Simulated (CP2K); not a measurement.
**CH5BOSi (SMILES CB1O[SiH2]1), step by step**

Aim: a structure relaxation (singlet CH5BOSi, GFN2-xTB), then energy and forces (triplet CH5BOSi, GFN2-xTB), then a structure relaxation (triplet CH5BOSi, GFN2-xTB), then energy and gradient (singlet CH5BOSi, GFN2-xTB) of CH5BOSi. 

The calculation is run with CP2K 2026.2.

1 further run of the same task is left out (set aside as unsound or not needed).

### 1 Starting point

CH5BOSi has 9 atoms, charge 0, and is taken as a singlet. As SMILES, `CB1O[SiH2]1`. The coordinates come from a GFN2-xTB relaxation. The run starts from this shape.

Bond lengths: C1–B2 1.567 Å, B2–O3 1.323 Å, B2–Si4 1.888 Å, O3–Si4 1.798 Å, C1–H5 1.088 Å, C1–H6 1.089 Å, C1–H7 1.087 Å, Si4–H8 1.459 Å, Si4–H9 1.459 Å. Some angles: C1–B2–O3 135.6°, C1–B2–Si4 159.0°, O3–B2–Si4 65.4°, B2–O3–Si4 72.6°, B2–Si4–O3 42.0°, B2–C1–H5 111.5°, B2–C1–H6 109.6°, B2–C1–H7 113.1°, B2–Si4–H8 121.5°, B2–Si4–H9 121.6°.

### 2 A structure relaxation at GFN2-xTB (run 1)

Input file gas.inp:

```
&FORCE_EVAL
   METHOD Quickstep
   &DFT
      &QS
         METHOD XTB
         EPS_DEFAULT 1.0E-10
         &XTB
            GFN_TYPE TBLITE
            &TBLITE
               METHOD GFN2
            &END TBLITE
            CHECK_ATOMIC_CHARGES F
         &END XTB
      &END QS
      &POISSON
         PERIODIC NONE
         POISSON_SOLVER ANALYTIC
      &END POISSON
      # SCF settings
      &SCF
         SCF_GUESS ATOMIC
         EPS_SCF 1.0E-07
         MAX_SCF 150
         ADDED_MOS 2
         &DIAGONALIZATION
            ALGORITHM STANDARD
         &END DIAGONALIZATION
         &MIXING
            METHOD DIRECT_P_MIXING
            ALPHA 0.4
         &END MIXING
      &END SCF
      # extra output
      &PRINT
         &MOMENTS
            PERIODIC F
            REFERENCE COM
            MAX_MOMENT 1
         &END MOMENTS
         &MULLIKEN OFF
         &END MULLIKEN
         &HIRSHFELD OFF
         &END HIRSHFELD
      &END PRINT
   &END DFT
   # structure
   &SUBSYS
      # box in angstrom
      &CELL
         ABC 18.8 20.4 20.8
         PERIODIC NONE
      &END CELL
      &COORD
         UNIT bohr
         C     -1.0439792     1.6967851    -2.3251190
         B      0.1552221     0.0795197    -0.1526710
         O      2.4748798    -0.3777940     0.6618577
         Si     0.3358610    -2.0582330     2.6971683
         H      0.2475919     1.9013290    -3.9126401
         H     -1.4538797     3.5902907    -1.6305124
         H     -2.8097960     0.9163660    -3.0290231
         H      1.1781309    -4.6757116     2.4850088
         H      0.9159503    -1.0725330     5.2059498
      &END COORD
      &TOPOLOGY
         &CENTER_COORDINATES
         &END CENTER_COORDINATES
      &END TOPOLOGY
   &END SUBSYS
&END FORCE_EVAL

&MOTION
   &GEO_OPT
      OPTIMIZER BFGS
      MAX_ITER 100
      MAX_FORCE 4.5E-04
      RMS_FORCE 3.0E-04
   &END GEO_OPT
   &PRINT
      &TRAJECTORY
         &EACH
            GEO_OPT 1
         &END EACH
      &END TRAJECTORY
      &FORCES ON
         &EACH
            GEO_OPT 1
         &END EACH
      &END FORCES
      &RESTART OFF
      &END RESTART
      &RESTART_HISTORY OFF
      &END RESTART_HISTORY
   &END PRINT
&END MOTION

&GLOBAL
   PROJECT_NAME gas
   RUN_TYPE GEO_OPT
   PRINT_LEVEL LOW
&END GLOBAL
```

The run is started by

```
$ OMP_NUM_THREADS=1 cp2k.psmp -i gas.inp -o gas.out
```

What it wrote, cut to the lines that bear on the results:

```text
CP2K| version string:                                       CP2K version 2026.2
[...]
 GLOBAL| Method name                                                        CP2K
[...]
 GLOBAL| Run type                                                        GEO_OPT
[...]
                             - Atoms:                                          9
[...]
                             - Spherical basis functions:                     26
[...]
 Number of electrons:                                                         22
[...]
  *** SCF run converged in    19 steps ***
[...]
 ENERGY| Total FORCE_EVAL ( QS ) energy [hartree]            -11.731107539401325
[...]
 OPT| Step number                                                              0
[...]
 OPT| Total energy [hartree]                                      -11.7311075394
[...]
 OPT| Step number                                                              1
[...]
 OPT| Total energy [hartree]                                      -11.7311082234
[...]
 ***                    GEOMETRY OPTIMIZATION COMPLETED                      ***
[...]
  *** SCF run converged in     1 steps ***
[...]
  Fermi energy:                                                -0.25001939202575
[...]
 TB_DIPOLE| Moment [Debye]         -2.95161343      -0.34830890       0.26097730
 TB_DIPOLE| Derivative [a.u.]       0.00000000       0.00000000       0.00000000
 ENERGY| Total FORCE_EVAL ( QS ) energy [hartree]            -11.731108223383062
[...]
```

Wall time 0.26 s (1 thread of Arm Neoverse V2, shared host).

### 3 The triplet: energy and forces at GFN2-xTB (run 2)

Input file qs.inp:

```
&global
  project_name qs
  run_type ENERGY_FORCE
  print_level MEDIUM
&end

&force_eval
  method QUICKSTEP
  &dft
    multiplicity 3
    spin_polarized T
    ! Quickstep
    &qs
      method XTB
      eps_default 1.0E-10
      &xtb
        gfn_type TBLITE
        &tblite
          method GFN2
        &end
        check_atomic_charges F
      &end
    &end
    &poisson
      periodic NONE
      poisson_solver ANALYTIC
    &end
    ! SCF settings
    &scf
      scf_guess ATOMIC
      eps_scf 1.0E-07
      max_scf 150
      added_mos 8
      &diagonalization
        algorithm STANDARD
      &end
      &mixing
        method DIRECT_P_MIXING
        alpha 0.4
      &end
      &smear ON
        method FERMI_DIRAC
        electronic_temperature [K] 300
      &end
    &end
    &print
      &moments
        periodic F
        reference COM
        max_moment 1
      &end
      &mo ON
        energies T
        occupation_numbers T
        ndigits 6
        &each
          qs_scf 0
        &end
        add_last NUMERIC
      &end
      &hirshfeld OFF
      &end
    &end
  &end
  ! atoms, cell and kinds
  &subsys
    ! box in angstrom
    &cell
      abc 18.8 20.4 20.8
      periodic NONE
    &end
    &coord
      UNIT bohr
      C     16.8869120    21.5142088    16.6814270
      B     18.0856428    19.8972722    18.8538958
      O     20.4056539    19.4411981    19.6682090
      Si    18.2673607    17.7594326    21.7032079
      H     18.1784642    21.7195256    15.0949225
      H     16.4773687    23.4078277    17.3757464
      H     15.1213201    20.7340618    15.9774945
      H     19.1080772    15.1417178    21.4912618
      H     18.8471363    18.7460265    24.2123276
    &end
    &topology
      &center_coordinates
      &end
    &end
  &end
  &print
    &forces ON
    &end
  &end
&end
```

The run is started by

```
$ OMP_NUM_THREADS=1 cp2k.psmp -i qs.inp > qs.out 2>&1
```

What it wrote, cut to the lines that bear on the results:

```text
CP2K| version string:                                       CP2K version 2026.2
[...]
 GLOBAL| Method name                                                        CP2K
[...]
 GLOBAL| Run type                                                   ENERGY_FORCE
[...]
                             - Atoms:                                          9
[...]
                             - Spherical basis functions:                     26
[...]
 Number of electrons:                                                         12
[...]
  *** SCF run converged in    20 steps ***
[...]
  Fermi energy:                                                -0.24849036659769
[...]
 TB_DIPOLE| Moment [Debye]         -2.95161449      -0.34830901       0.26097931
 TB_DIPOLE| Derivative [a.u.]       0.00000000       0.00000000       0.00000000
[...]
 ENERGY| Total FORCE_EVAL ( QS ) energy [hartree]            -11.731108223589525
 FORCES| Atomic forces [hartree/bohr]
 FORCES|   Atom     x               y               z               |f|
 FORCES|      1  4.46170358E-05 -2.33695681E-05 -7.01624026E-05   8.63688563E-05
 FORCES|      2 -9.65271145E-05  9.55422737E-06 -2.10835491E-05   9.92637050E-05
 FORCES|      3  4.55994683E-05  3.42004406E-05  4.43377629E-05   7.22137028E-05
 FORCES|      4  4.39834225E-05 -1.61400399E-05 -1.02311834E-04   1.12528902E-04
 FORCES|      5 -3.62488314E-05 -2.84663520E-05  1.23306549E-04   1.31638961E-04
 FORCES|      6 -9.58386109E-06 -9.89062778E-06  2.37208473E-05   2.74290632E-05
 FORCES|      7  3.40692248E-05 -7.03908862E-06 -7.76353677E-06   3.56445417E-05
 FORCES|      8 -6.88273725E-05 -2.24621181E-05 -2.24900049E-05   7.58126261E-05
 FORCES|      9  4.29180280E-05  6.36131267E-05  3.24461681E-05   8.33147096E-05
 FORCES| Sum    -6.93211764E-18  3.98986399E-17  1.97772029E-16
 FORCES| Total atomic force                                       2.01875534E-16
[...]
```

It took 0.26 s on 1 thread of Arm Neoverse V2, shared host.

### 4 The triplet: a geometry optimisation at GFN2-xTB (run 3)

Input file molecule.inp:

```
&GLOBAL
   PROJECT_NAME molecule
   RUN_TYPE GEO_OPT
   PRINT_LEVEL LOW
&END GLOBAL

&FORCE_EVAL
   METHOD QS
   &DFT
      CHARGE 0
      MULTIPLICITY 3
      UKS T
      &QS
         METHOD XTB
         EPS_DEFAULT 1.0E-10
         &XTB
            GFN_TYPE TBLITE
            &TBLITE
               METHOD GFN2
            &END TBLITE
            CHECK_ATOMIC_CHARGES F
         &END XTB
      &END QS
      &POISSON
         PERIODIC NONE
         POISSON_SOLVER ANALYTIC
      &END POISSON
      &SCF
         SCF_GUESS ATOMIC
         EPS_SCF 1.0E-07
         MAX_SCF 150
         ADDED_MOS 8
         &DIAGONALIZATION
            ALGORITHM STANDARD
         &END DIAGONALIZATION
         &MIXING
            METHOD DIRECT_P_MIXING
            ALPHA 0.4
         &END MIXING
         &SMEAR ON
            METHOD FERMI_DIRAC
            ELECTRONIC_TEMPERATURE [K] 300
         &END SMEAR
      &END SCF
      &PRINT
         &MOMENTS
            PERIODIC F
            REFERENCE COM
            MAX_MOMENT 1
         &END MOMENTS
         &MULLIKEN OFF
         &END MULLIKEN
         &HIRSHFELD OFF
         &END HIRSHFELD
      &END PRINT
   &END DFT
   &SUBSYS
      &CELL
         ABC [angstrom] 18.8 20.4 20.8
         PERIODIC NONE
      &END CELL
      &COORD
         UNIT bohr
         C     16.8869120    21.5142088    16.6814270
         B     18.0856428    19.8972722    18.8538958
         O     20.4056539    19.4411981    19.6682090
         Si    18.2673607    17.7594326    21.7032079
         H     18.1784642    21.7195256    15.0949225
         H     16.4773687    23.4078277    17.3757464
         H     15.1213201    20.7340618    15.9774945
         H     19.1080772    15.1417178    21.4912618
         H     18.8471363    18.7460265    24.2123276
      &END COORD
      &TOPOLOGY
         &CENTER_COORDINATES
         &END CENTER_COORDINATES
      &END TOPOLOGY
   &END SUBSYS
&END FORCE_EVAL

&MOTION
   &GEO_OPT
      OPTIMIZER BFGS
      MAX_ITER 100
      MAX_FORCE 4.5E-04
      RMS_FORCE 3.0E-04
   &END GEO_OPT
   &PRINT
      &TRAJECTORY
         &EACH
            GEO_OPT 1
         &END EACH
      &END TRAJECTORY
      &FORCES ON
         &EACH
            GEO_OPT 1
         &END EACH
      &END FORCES
      &RESTART OFF
      &END RESTART
      &RESTART_HISTORY OFF
      &END RESTART_HISTORY
   &END PRINT
&END MOTION
```

The run is started by

```
$ OMP_NUM_THREADS=1 cp2k.psmp -i molecule.inp -o molecule.out
```

What it wrote, cut to the lines that bear on the results:

```text
CP2K| version string:                                       CP2K version 2026.2
[...]
 GLOBAL| Method name                                                        CP2K
[...]
 GLOBAL| Run type                                                        GEO_OPT
[...]
                             - Atoms:                                          9
[...]
                             - Spherical basis functions:                     26
[...]
 Number of electrons:                                                         12
[...]
  *** SCF run converged in    20 steps ***
[...]
 ENERGY| Total FORCE_EVAL ( QS ) energy [hartree]            -11.731108223589525
[...]
 OPT| Step number                                                              0
[...]
 OPT| Total energy [hartree]                                      -11.7311082236
[...]
 OPT| Step number                                                              1
[...]
 OPT| Total energy [hartree]                                      -11.7311084290
[...]
 ***                    GEOMETRY OPTIMIZATION COMPLETED                      ***
[...]
  *** SCF run converged in     2 steps ***
[...]
  Fermi energy:                                                -0.24757890315668
[...]
 TB_DIPOLE| Moment [Debye]         -2.95126739      -0.34909693       0.26075162
 TB_DIPOLE| Derivative [a.u.]       0.00000000       0.00000000       0.00000000
 ENERGY| Total FORCE_EVAL ( QS ) energy [hartree]            -11.731108428982560
[...]
```

Run time: 0.3 s. Hardware: 1 thread of Arm Neoverse V2, shared host.

### 5 Energy and forces at GFN2-xTB (run 4)

Input file calc.inp:

```
&force_eval
    method QUICKSTEP
    &dft
        &qs
            method XTB
            eps_default 1.0E-10
            &xtb
                gfn_type TBLITE
                &tblite
                    method GFN2
                &end tblite
                check_atomic_charges F
            &end xtb
        &end qs
        &poisson
            periodic NONE
            poisson_solver ANALYTIC
        &end poisson
        &scf
            scf_guess ATOMIC
            eps_scf 1.0E-07
            max_scf 150
            added_mos 2
            &diagonalization
                algorithm STANDARD
            &end diagonalization
            &mixing
                method DIRECT_P_MIXING
                alpha 0.4
            &end mixing
        &end scf
        &print
            &moments
                periodic F
                reference COM
                max_moment 1
            &end moments
            &mo ON
                energies T
                occupation_numbers T
                ndigits 6
                &each
                    qs_scf 0
                &end each
                add_last NUMERIC
            &end mo
            &hirshfeld OFF
            &end hirshfeld
        &end print
    &end dft
    &subsys
        &cell
            abc 18.8 20.4 20.8
            periodic NONE
        &end cell
        &coord
            UNIT bohr
            C     16.8868005    21.5145659    16.6809640
            B     18.0853574    19.8976804    18.8534215
            O     20.4055632    19.4422280    19.6677914
            Si    18.2676517    17.7597860    21.7025370
            H     18.1786249    21.7197656    15.0949603
            H     16.4772307    23.4081112    17.3754837
            H     15.1213995    20.7343302    15.9768483
            H     19.1073686    15.1418047    21.4905456
            H     18.8473876    18.7469014    24.2116813
        &end coord
        &topology
            &center_coordinates
            &end center_coordinates
        &end topology
    &end subsys
    &print
        &forces ON
        &end forces
    &end print
&end force_eval

&global
    project calc
    run_type ENERGY_FORCE
    print_level MEDIUM
&end global
```

The run is started by

```
$ OMP_NUM_THREADS=1 cp2k.psmp calc.inp > calc.out
```

What it wrote, cut to the lines that bear on the results:

```text
CP2K| version string:                                       CP2K version 2026.2
[...]
 GLOBAL| Method name                                                        CP2K
[...]
 GLOBAL| Run type                                                   ENERGY_FORCE
[...]
                             - Atoms:                                          9
[...]
                             - Spherical basis functions:                     26
[...]
 Number of electrons:                                                         22
[...]
  *** SCF run converged in    19 steps ***
[...]
  Fermi energy:                                                -0.25001558146624
[...]
 TB_DIPOLE| Moment [Debye]         -2.95126700      -0.34909172       0.26074985
 TB_DIPOLE| Derivative [a.u.]       0.00000000       0.00000000       0.00000000
[...]
 ENERGY| Total FORCE_EVAL ( QS ) energy [hartree]            -11.731108428944538
 FORCES| Atomic forces [hartree/bohr]
 FORCES|   Atom     x               y               z               |f|
 FORCES|      1  2.01230303E-05 -2.49628328E-05 -1.55862581E-05   3.56512386E-05
 FORCES|      2 -7.57901097E-05  7.95048712E-06 -3.91567098E-06   7.63065099E-05
 FORCES|      3  3.38287426E-05  9.66265747E-06  4.53267530E-05   5.73782652E-05
 FORCES|      4  3.90502667E-05  1.72541860E-05 -5.58068293E-05   7.02640196E-05
 FORCES|      5 -1.34042351E-06 -9.35538331E-06  5.95186645E-05   6.02643456E-05
 FORCES|      6 -1.42399080E-05 -9.51251267E-06  1.17509154E-05   2.07688924E-05
 FORCES|      7  1.39738229E-05 -5.06741243E-06 -1.85561317E-05   2.37755425E-05
 FORCES|      8 -4.96276535E-05 -2.24922758E-05 -2.15376579E-05   5.85890533E-05
 FORCES|      9  3.40222322E-05  3.65230864E-05 -1.19378486E-06   4.99286816E-05
 FORCES| Sum     8.70072243E-18  3.12453514E-17  8.28194935E-17
 FORCES| Total atomic force                                       8.89440445E-17
[...]
```

Run time: 0.24 s. Hardware: 1 thread of Arm Neoverse V2, shared host.

### 6 Results

| quantity | value |
| --- | --- |
| run 1, GFN2-xTB: total energy at the end | -11.73111 Eh |
| run 1, GFN2-xTB: dipole moment (from atomic charges alone) | 2.98 D |
| run 4, GFN2-xTB: HOMO energy | -9.40 eV |
| run 4, GFN2-xTB: LUMO energy | -5.91 eV |
| run 4, GFN2-xTB: HOMO–LUMO gap | 3.49 eV |
| run 4, GFN2-xTB: largest force on an atom | 0.004 eV/Å |
| triplet, run 2 | no result (the spin typed was ignored) |
| triplet, run 3 | no result (the spin typed was ignored) |

In words: The dipole (run 1, GFN2-xTB) comes from point charges on the atoms alone, without atomic dipoles, so it is partial. The optimisation (run 1, GFN2-xTB) took 1 steps and changed the energy by -0.000 eV. The dipole (run 4, GFN2-xTB) comes from point charges on the atoms alone, without atomic dipoles, so it is partial. 2 of the 4 runs ended normally but are set aside, since settings or state are in doubt.
